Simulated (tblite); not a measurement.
# C7H8F8: the cost of one run

Programs: PySCF 2.14.0 with density-fitted response routines of our own, and tblite 0.8.0. All values are computed, except where a source is named. Atoms count from 0 throughout.

### Step 1. The starting structure

23 atoms, charge 0, multiplicity 1; geometry from: MMFF94s geometry.

Bonds of the start (Å): C0–C1 1.50, C0–H15 1.09, C0–H16 1.08, C0–H17 1.11, C10–C13 1.52, C10–F11 1.35, C10–F12 1.37, C13–F14 1.35, C13–H21 1.09, C13–H22 1.11, C1–C4 1.52, C1–F2 1.37, C1–F3 1.37, C4–C5 1.52, C4–H18 1.10, C4–H19 1.10, C5–C8 1.53, C5–F6 1.36, C5–F7 1.35, C8–C10 1.51, C8–F9 1.37, C8–H20 1.08.

### Step 2. GFN2-xTB relaxation, conformer 1

Job settings and geometry (Å):

```
{"job": {"xc": "GFN2-xTB", "basis": "xTB", "kind": "relax"}, "charge": 0, "multiplicity": 1}
C     -2.981200     0.105600    -0.944700
C     -2.538700     0.175500     0.488700
F     -2.964400    -0.937700     1.156000
F     -3.168600     1.231300     1.084100
C     -1.047500     0.343900     0.743300
C     -0.214100    -0.712700     0.044500
F     -0.262500    -0.519900    -1.301800
F     -0.761500    -1.931600     0.267900
C      1.251800    -0.792400     0.487700
F      1.297900    -1.014000     1.840100
C      2.033500     0.460300     0.158300
F      1.977300     0.722900    -1.168900
F      1.490300     1.545600     0.791400
C      3.491700     0.338300     0.584000
F      4.046900    -0.756700     0.026200
H     -2.628900     0.971800    -1.498700
H     -2.662200    -0.810600    -1.429000
H     -4.085300     0.119800    -0.987200
H     -0.760400     1.347900     0.397500
H     -0.868100     0.310300     1.823900
H      1.701100    -1.649700     0.001400
H      4.059400     1.212600     0.256700
H      3.588900     0.266500     1.686300
```

Launch:

```
$ OMP_NUM_THREADS=1 python ens_run.py task.json out
```

The driver reads the study from task.json and runs its stages one after another.

Q: Estimate the wall time of this first job on 1 thread of Arm Neoverse V1, shared host.

About 2 s.
